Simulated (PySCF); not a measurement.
# C3HF3O: the cost of one run

Programs: PySCF 2.14.0, with routines of our own; each step states its level. All values are computed. Atoms count from 0.

## (1) The starting structure

8 atoms, charge 0, multiplicity 1; geometry from: GFN2-xTB.

## (2) Optimising the geometry at PBE0-D3(BJ)/def2-TZVP

Job settings and geometry (Å):

```
{"job": {"xc": "PBE0", "basis": "def2-TZVP", "d3": "d3bj", "grid": 2, "kind": "geom"}, "charge": 0, "multiplicity": 1}
O      2.509264     0.479824     0.717513
C      1.261629     0.247562     0.548819
C      0.079275     0.099451     0.400377
C     -1.347189    -0.077799     0.235188
F     -1.788863     0.360121    -0.957080
F     -1.704362    -1.372242     0.317176
F     -2.057683     0.576099     1.168167
H      3.056986    -0.303604     0.580109
```

On the command line:

```bash
$ OMP_NUM_THREADS=1 python excited_run.py task.json out
```

One launch serves the whole session: the jobs run in the order shown.

**Question.** How long does this first job take on 1 thread of Arm Neoverse V1, shared host, and how much memory does it need?

About 2.1 min, with a peak of 0.88 GiB.
